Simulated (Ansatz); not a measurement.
**NaGe+ (triplet): wave-function methods side by side at distance Ge1–Na2 = 2.626 Å, aug-cc-pVTZ**

The task here is to estimate one member of a computed series from the others.

Computed with Ansatz 0.2.0, Gaussian basis. Level: aug-cc-pVTZ, core rule «outside noble gas», up to 19 orbitals frozen.

To be run: UHF; CCSD(T) on ROHF; CCSD(T) on UHF; BCCD(T) on ROHF; CCSDT(Q) on ROHF; CCSDT(Q) on UHF; Full CI; Full CI in the symmetry of the determinant.

53 further runs of the same task are left out: 29 for a known fault of the program, 18 that didn't finish, 6 set aside as unsound or not needed.

**The system**

The geometry derives from a PBE0/def2-TZVP stationary point (not a proven minimum). One bond is set to the value named and the two fragments are kept rigid. No spin-orbit coupling is included. The filled d shell of Ge may be among the frozen orbitals whatever the setting's name suggests; the logs give the count.

2 atoms, charge 1, spin multiplicity 3.

Atoms are counted from 1 here; the program's logs count them from 0.

Bond lengths: Ge1–Na2 2.626 Å.

Set-up of the first run:

Input file in.yaml:

```yaml
crystal:
  periodic: [false, false, false]
  atoms:
    - {symbol: Ge, position_ang: [0.000000, 0.000000, 0.000000]}
    - {symbol: Na, position_ang: [0.000000, 0.000000, 2.626000]}
basis:
  gaussian: {orbitals: aug-cc-pVTZ}
total_charge: 1
magnetization: {spin_polarized: true, initial_magnetization: 2}
hamiltonian: {xc: hf}
output: {orbitals: {seedname: orbitals}}
```

Launch:

```
$ ansatz run in.yaml --threads 1 --pin off --events-out ev --progress --plain --max-ram 2393MiB
```

Steps of the session up to this table: UHF; CCSD(T) on ROHF; CCSD(T) on UHF; BCCD(T) on ROHF; CCSDT(Q) on ROHF; CCSDT(Q) on UHF; Full CI; Full CI in the symmetry of the determinant.

One of the session's tables, all rows but one given; the rest of the session is left out.

| method | from FCI (kJ/mol) |
| --- | --- |
| ROHF | +186.9 |
| UHF | +176.5 |
| RMP2 | +44.5 |
| UMP2 | ? |
| RCCSD | +6.8 |
| UCCSD | +5.4 |
| RCCSD(T) | +1.5 |
| UCCSD(T) | +0.4 |
| BCCD(T) | +1.5 |
| RCCSDT | +0.1 |
| UCCSDT | -1.0 |
| RCCSDT(Q) | 0.0 |
| UCCSDT(Q) | -1.1 |
| FCI | 0 |

Q: Estimate the row for UMP2 from the others.

As computed: from FCI (kJ/mol): +44.0. In the column «from FCI (kJ/mol)» it lies between RCCSD (+6.8) and RMP2 (+44.5).

Caveats from the session: UCCSDT, UCCSDT(Q) fall below full CI: unrestricted runs freeze a spin-polarised core, another one than full CI's, and coupled cluster isn't variational. Levels on UHF freeze UHF's core orbitals, full CI those of ROHF, so the U rows can settle a little off it for that reason alone. Restricted and unrestricted rows rest on different reference determinants; where their highest levels disagree by more than a few hundredths of an eV, they describe different states and don't form one ladder.
